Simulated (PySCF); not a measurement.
# C2H6Br2Si (SiBr2Me2): the cost of one run

The runs use PySCF 2.14.0, with density-fitted response routines of our own; the level of theory stands in each step. All values are computed, except where a source is named. Atoms count from 0, in the outputs and in this text.

### 1 Starting geometry

11 atoms, charge 0, multiplicity 1; geometry from: GFN2-xTB. The atoms were then displaced at random by about 0.03 Å, so the start is not that level's minimum.

Bonds of the start (Å): Si0–Br1 2.22, Si0–Br2 2.14, Si0–C3 1.95, Si0–C7 1.83, C3–H4 1.18, C3–H5 1.09, C3–H6 1.05, C7–H8 1.02, C7–H9 1.16, C7–H10 1.09.

### 2 Optimising the geometry at PBE0-D3(BJ)/def2-SVP

What the job is given:

```
{"job": {"xc": "PBE0", "basis": "def2-SVP", "d3": "d3bj", "grid": 1, "maxiter": 40, "shake": 0.03, "kind": "geom"}, "charge": 0, "multiplicity": 1}
Si     0.555450    -0.073900     0.358100
Br     0.551500    -0.001850     2.576750
Br     2.560180    -0.001190    -0.381050
C     -0.236470     1.601820    -0.250420
H     -1.384870     1.611550     0.039910
H     -0.319320     1.689840    -1.330370
H      0.192140     2.463960     0.170470
C     -0.283100    -1.582330    -0.240090
H     -0.409600    -1.619990    -1.250190
H     -1.340360    -1.696870     0.213550
H      0.212510    -2.476550     0.124230
```

Command:

```console
$ OMP_NUM_THREADS=1 python probes_run.py task.json out
```

One launch serves the whole session: the jobs run in the order shown.

**Question.** How long does this first job take on 1 thread of Arm Neoverse V2, shared host, and how much memory does it need?

About 58 s, with a peak of 0.53 GiB.
